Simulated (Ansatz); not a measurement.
# SnH₃S− (SMILES [S-][SnH3]): functionals against CCSD(T) at one geometry

An exercise on one series of results from a longer session: the logs are not shown, and one member is left open.

The runs use Ansatz 0.2.0, Gaussian basis; single points in def2-TZVPPD.

Cores are frozen in the correlated methods. Filled d shells of the heavier atoms are correlated. Core potentials replace the inner electrons past krypton, and spin-orbit coupling is left out.

**The system as given**

SMILES `[S-][SnH3]`, 5 atoms, charge -1, spin multiplicity 1.

Atoms are counted from 1 here; the program's logs count them from 0.

Bond lengths: S1–Sn2 2.399 Å, Sn2–H3 1.572 Å, Sn2–H4 1.784 Å, Sn2–H5 1.789 Å. Angles: S1–Sn2–H3 115.8°, S1–Sn2–H4 116.3°, S1–Sn2–H5 113.9°, H3–Sn2–H4 101.7°, H3–Sn2–H5 107.6°, H4–Sn2–H5 99.6°.

Geometry (Å):

```xyz
5
H3SSn
S    -2.0900    0.3969    1.0726
Sn   -0.0146   -0.0116   -0.0593
H    -0.0025    0.2979   -1.6002
H     0.5878   -1.6904   -0.0213
H     1.3869    0.8250    0.6721
```

Set-up of the first run:

run/in.yaml reads:

```yaml
crystal:
  periodic: [false, false, false]
  atoms:
    - {symbol: S, position_ang: [-2.090000, 0.396900, 1.072600]}
    - {symbol: Sn, position_ang: [-0.014600, -0.011600, -0.059300]}
    - {symbol: H, position_ang: [-0.002500, 0.297900, -1.600200]}
    - {symbol: H, position_ang: [0.587800, -1.690400, -0.021300]}
    - {symbol: H, position_ang: [1.386900, 0.825000, 0.672100]}
basis:
  gaussian: {orbitals: "def2-TZVPPD.json"}
total_charge: -1
correlation: {method: ccsd_t}
output: {forces: true}
```

The basis file named in the input lies beside it (Basis Set Exchange, JSON).

The command line of these runs was not kept.

Among the steps run: CCSD(T)/def2-TZVPPD; PBE0-D4/def2-TZVPPD; wB97M-V/def2-TZVPPD; r2SCAN-D4/def2-TZVPPD; PBE-D4/def2-TZVPPD; LC-wPBE/def2-TZVPPD; SPW92/def2-TZVPPD.

One table of the session follows, with a row left open; its other results are not shown here.

| method | RMS force component (eV/Å) | angle to CCSD(T) forces (°) |
| --- | --- | --- |
| CCSD(T) | 1.205 | reference |
| PBE0-D4 | 1.256 | 4.2 |
| wB97M-V | 1.238 | 2.2 |
| r2SCAN-D4 | 1.233 | 4.2 |
| PBE-D4 | 1.226 | 8.0 |
| LC-wPBE | 1.297 | 6.5 |
| SPW92 | ? | ? |

Q: Estimate the row for SPW92 from the others.

**Answer.** RMS force component (eV/Å): 1.221; angle to CCSD(T) forces (°): 5.2. In the column «RMS force component (eV/Å)» it lies between CCSD(T) (1.205) and PBE-D4 (1.226).
